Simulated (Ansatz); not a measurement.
# Ga2CuP2: the cost of one run

Program: Ansatz 0.2.0. Level of theory: DFT PBE+D3(BJ), scalar-relativistic, plane waves, PAW. These are calculated values, not measurements.

2 further runs of the same task are left out: 2 set aside as unsound or not needed.

## Step 1: The starting structure

It takes space group F-43m (No. 216, cubic). Conventional cell: a = 5.451 Å, b = 5.451 Å, c = 5.451 Å, α = 90.00°, β = 90.00°, γ = 90.00°. Around Ga (site symmetry -43m) lie 4 P at 2.36 Å. Around P (site symmetry -43m) lie 4 Ga at 2.36 Å.

Structure file:

```
Ga P
1.0
     0.00000    2.72525    2.72525
     2.72525    0.00000    2.72525
     2.72525    2.72525    0.00000
Ga P
1 1
Direct
  0.00000 0.00000 0.00000
  0.75000 0.75000 0.75000
```

Source of the structure: the Crystallography Open Database.

## Step 6: Setting up the map

Atoms count from 1 in the order of the input.

Cu is moved over the surface cell at a fixed height above a rigid substrate; the origin of the map has the adsorbate above Ga4; the height is held at 2.50 Å.

The axes are (1) position of Cu5 along the first surface vector, from above Ga4: 6 values from 0.000 to 0.833, periodic; (2) position of Cu5 along the second surface vector, from above Ga4: 6 values from 0.000 to 0.833, periodic.

Nothing else is relaxed. Points are written as (first, second).

The two vectors of the plane (Å): (3.851, 0.000, 0.000); (-1.925, 3.335, 0.000).

(The set-up runs are not shown.)

## Step 7: Point (0/6, 0/6) of the map's two axes

input.yaml reads:

```yaml
crystal:
  lattice:
    - [3.8507867071, 0.0, 0.0]
    - [-1.9253933535, 3.3348791129, 0.0]
    - [0.0, 0.0, 21.228455752]
  atoms:
    - { symbol: P, position: [0.0, 0.0, 0.1884263296] }
    - { symbol: Ga, position: [0.3333333333, 0.6666666667, 0.2254539191] }
    - { symbol: P, position: [0.3333333333, 0.6666666667, 0.3463261318] }
    - { symbol: Ga, position: [0.6666666667, 0.3333333333, 0.3734824541] }
    - { symbol: Cu, position: [0.6666666667, 0.3333333333, 0.4912489101], spin: 1.0 }
basis:
  ecutwfc: 420
kpoints:
  mp_grid: { grid: [9, 9, 1] }
hamiltonian:
  xc: pbe
  dispersion: d3bj
scf:
  occupations: { method: gaussian, width: 0.05 }
output:
  forces: true
  eigenvalues: true
  populations: true
magnetization:
  spin_polarized: true
efield:
  axis: 3
  dipole_correction: true
  ramp_width: 0.04
```

Started as:

```sh
$ ansatz run input.yaml --threads 1 --pin off --max-ram 3072MiB --backend cpu --events-out ev --progress --plain --runs-dir out
```

**Question.** How long does this run take on 1 thread of Intel Xeon 6975P-C (Granite Rapids), shared host, and how much memory does it need?

About 20 s, with a peak of 0.6 GiB.
